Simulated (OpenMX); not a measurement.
Wanted: the native input for an OpenMX 3.8.5 run.

```
Task                : band structure
Functional          : PBE
Potentials or basis : OpenMX 2013 PBE set, H5.0-s2, Pb8.0-s3p2d2, N6.0-s2p2, O6.0-s2p2, grid cutoff 500 Ry
k mesh              : 5 × 7 × 5
Occupations         : fermi-dirac, width 0.05 eV
Spin                : no spin polarisation
Mixing scheme       : rmm-diisk
SCF threshold       : 1e-08 Ha
Solver              : band
Max SCF cycles      : 100
```

The system is HPbNO4.

```
H Pb N O
1.0
     6.85876    0.00000   -0.01491
     0.00000    4.22865    0.00000
    -3.37519    0.00000    7.28194
H Pb N O
2 2 2 8
Direct
  0.22549 0.75000 0.50730
  0.77451 0.25000 0.49270
  0.30229 0.25000 0.28494
  0.69771 0.75000 0.71506
  0.21484 0.75000 0.83567
  0.78516 0.25000 0.16433
  0.33078 0.75000 0.45338
  0.40909 0.75000 0.86901
  0.15508 0.75000 0.96537
  0.07083 0.75000 0.66955
  0.66922 0.25000 0.54661
  0.59091 0.25000 0.13099
  0.84492 0.25000 0.03463
  0.92917 0.25000 0.33045
```

The cell was built by a generator and needn't be a form met in nature.

One way to write it, as run:

HPbNO4.dat

```
System.CurrrentDirectory             ./
System.Name                          HPbNO4
DATA.PATH                            ./DFT_DATA13
level.of.stdout                      1
level.of.fileout                     0
Species.Number                       4
<Definition.of.Atomic.Species
  H   H5.0-s2                H_PBE13
  Pb  Pb8.0-s3p2d2           Pb_PBE13
  N   N6.0-s2p2              N_PBE13
  O   O6.0-s2p2              O_PBE13
Definition.of.Atomic.Species>

Atoms.Number                         14
Atoms.SpeciesAndCoordinates.Unit     FRAC
<Atoms.SpeciesAndCoordinates
    1  H     0.2254900000    0.7500000000    0.5073000000   0.500  0.500
    2  H     0.7745100000    0.2500000000    0.4927000000   0.500  0.500
    3  Pb    0.3022900000    0.2500000000    0.2849400000   7.000  7.000
    4  Pb    0.6977100000    0.7500000000    0.7150600000   7.000  7.000
    5  N     0.2148400000    0.7500000000    0.8356700000   2.500  2.500
    6  N     0.7851600000    0.2500000000    0.1643300000   2.500  2.500
    7  O     0.3307800000    0.7500000000    0.4533800000   3.000  3.000
    8  O     0.4090900000    0.7500000000    0.8690100000   3.000  3.000
    9  O     0.1550800000    0.7500000000    0.9653700000   3.000  3.000
   10  O     0.0708300000    0.7500000000    0.6695500000   3.000  3.000
   11  O     0.6692200000    0.2500000000    0.5466100000   3.000  3.000
   12  O     0.5909100000    0.2500000000    0.1309900000   3.000  3.000
   13  O     0.8449200000    0.2500000000    0.0346300000   3.000  3.000
   14  O     0.9291700000    0.2500000000    0.3304500000   3.000  3.000
Atoms.SpeciesAndCoordinates>

Atoms.UnitVectors.Unit               Ang
<Atoms.UnitVectors
     6.8587600000    0.0000000000   -0.0149100000
     0.0000000000    4.2286500000    0.0000000000
    -3.3751900000    0.0000000000    7.2819400000
Atoms.UnitVectors>

scf.XcType                           GGA-PBE
scf.SpinPolarization                 off
scf.ElectronicTemperature            580.226
scf.energycutoff                     500.0
scf.maxIter                          100
scf.EigenvalueSolver                 band
scf.Kgrid                            5 7 5
scf.Mixing.Type                      rmm-diisk
scf.Init.Mixing.Weight               0.05
scf.Min.Mixing.Weight                0.001
scf.Max.Mixing.Weight                0.3
scf.Mixing.History                   25
scf.Mixing.StartPulay                8
scf.criterion                        1.0e-8
scf.stress.tensor                    on
MD.Type                              nomd
Band.dispersion                      on
Band.Nkpath                          11
<Band.kpath
    7   0.000000  0.000000  0.000000    0.000000  0.000000  0.500000  G Y
    6   0.000000  0.000000  0.500000   -0.388895  0.000000  0.692272  Y H
    4  -0.388895  0.000000  0.692272   -0.500000  0.000000  0.500000  H C
   12  -0.500000  0.000000  0.500000   -0.500000  0.500000  0.500000  C E
    4  -0.500000  0.500000  0.500000   -0.611105  0.500000  0.307728  E M1
    4  -0.611105  0.500000  0.307728   -0.500000  0.500000  0.000000  M1 A
   12  -0.500000  0.500000  0.000000   -0.500000  0.000000  0.000000  A X
    4  -0.500000  0.000000  0.000000   -0.611105  0.000000  0.307728  X H1
    6  -0.388895  0.500000  0.692272    0.000000  0.500000  0.500000  M D
    7   0.000000  0.500000  0.500000    0.000000  0.500000  0.000000  D Z
   12   0.000000  0.000000  0.500000    0.000000  0.500000  0.500000  Y D
Band.kpath>
```

Potentials or basis: OpenMX 2013 PBE set, H5.0-s2, Pb8.0-s3p2d2, N6.0-s2p2, O6.0-s2p2, grid cutoff 500 Ry.

The run is started by

```console
$ openmx HPbNO4.dat -nt 1 > HPbNO4.std
```

It gave:

* Pressure: 10.7 GPa
* Largest force: 5.644 eV/Å
* Band gap on the k mesh: 2.76 eV, indirect (least direct gap 2.93 eV)
* Band gap along the path: 2.74 eV, indirect (least direct gap 2.94 eV)
* Mulliken charges: H +0.45; Pb +0.62; N +0.61; O -0.59, -0.34, -0.36, -0.38 e

Caveat: Mulliken charges move with the basis; spin-orbit coupling is left out, which as a rule narrows the gap of such compounds by several tenths of an eV; the basis of atomic orbitals isn't converged, which shifts pressures, moduli and gaps; forces of over 1 eV/Å show positions far from the minimum, so gaps and moduli don't describe the material at rest.

It took 5.1 min on 1 thread of Arm Neoverse V1, with other jobs on the host, peak memory 2.3 GiB.
